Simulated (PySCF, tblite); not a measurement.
# C5H9O2 radical: geometry, infrared bands and EPR parameters

Wanted: the infrared bands and EPR parameters of C5H9O2 radical (`COC1([CH]O)CC1`), by calculation.

The runs use tblite 0.8.0 and PySCF 2.14.0, with density-fitted response routines of our own; the level of theory stands in each step. All values are computed, except where a source is named. Atoms count from 0, in the outputs and in this text.

## Step 1: The molecule as given

16 atoms, charge 0, multiplicity 2; geometry from: force field or distance geometry start.

Bonds of the start (Å): C0–O1 1.42, O1–C2 1.44, C2–C3 1.48, C3–O4 1.35, C2–C5 1.50, C5–C6 1.50, C6–C2 1.51, C0–H7 1.09, C0–H8 1.09, C0–H9 1.09, C3–H10 1.09, O4–H11 0.97, C5–H12 1.08, C5–H13 1.09, C6–H14 1.09, C6–H15 1.09.

## Step 2: Geometry optimisation with GFN2-xTB

Job settings and geometry (Å):

```
{"job": {"kind": "relax", "xc": "GFN2-xTB", "basis": "xTB"}, "charge": 0, "multiplicity": 2}
C      1.355000    -0.452000    -1.522600
O      1.136900     0.355800    -0.372700
C     -0.135900     0.129000     0.272000
C     -1.370000     0.598600    -0.388000
O     -1.425800     1.752500    -1.092400
C     -0.223800    -1.058700     1.190200
C     -0.095600     0.321900     1.766000
H      0.649800    -0.162400    -2.306700
H      2.368300    -0.278000    -1.882100
H      1.234200    -1.512400    -1.278300
H     -2.307900     0.048600    -0.382300
H     -0.560400     2.196600    -1.092300
H     -1.169200    -1.573300     1.319800
H      0.649900    -1.709300     1.257100
H     -0.961800     0.747200     2.276800
H      0.848900     0.604800     2.224100
```

Command:

```bash
> OMP_NUM_THREADS=1 python probes_run.py task.json out
```

This one command runs all jobs of the session in turn.

**Question.** This job is followed by: GFN2-xTB harmonic vibrations, gas phase; UKS B3LYP, pcH-1 on C H O, non-relativistic, mean-field spin-orbit, GIAO. Predict these results of the whole session: strongest single infrared mode (GFN2-xTB); zero-point energy (GFN2-xTB); g(iso) (B3LYP); ⟨S²⟩; largest a(iso) (averaged by class); potential on the surface of density 0.002 e/bohr³, 1st and 99th percentile.

The runs gave:

| quantity | value |
| --- | --- |
| strongest single infrared mode (GFN2-xTB) | 1391 cm⁻¹, 150 km/mol |
| zero-point energy (GFN2-xTB) | 81.0 kcal/mol |
| g(iso) (B3LYP) | 2.00321 |
| ⟨S²⟩ | 0.754 (exact 0.75) |
| largest a(iso) (averaged by class) | 13C on C3, 106.6 MHz |
| potential on the surface of density 0.002 e/bohr³, 1st and 99th percentile | -1.46 V and 1.48 V |

What this shows: Over 84 steps the energy fell by 0.174 eV; of the close pairs, O1–C2 changed most, 1.445 to 1.407 Å. All 42 modes are real, so the xTB geometry is a minimum. The strongest single mode, at 1391 cm⁻¹, is carried by C3, C2, O4, H10. Unscaled tight-binding wavenumbers are off by several per cent, some by more. Its intensities can rank the bands wrongly. C3 carries the largest spin population, 0.85 e. The isotropic g lies 0.9 ppt above the free-electron value.
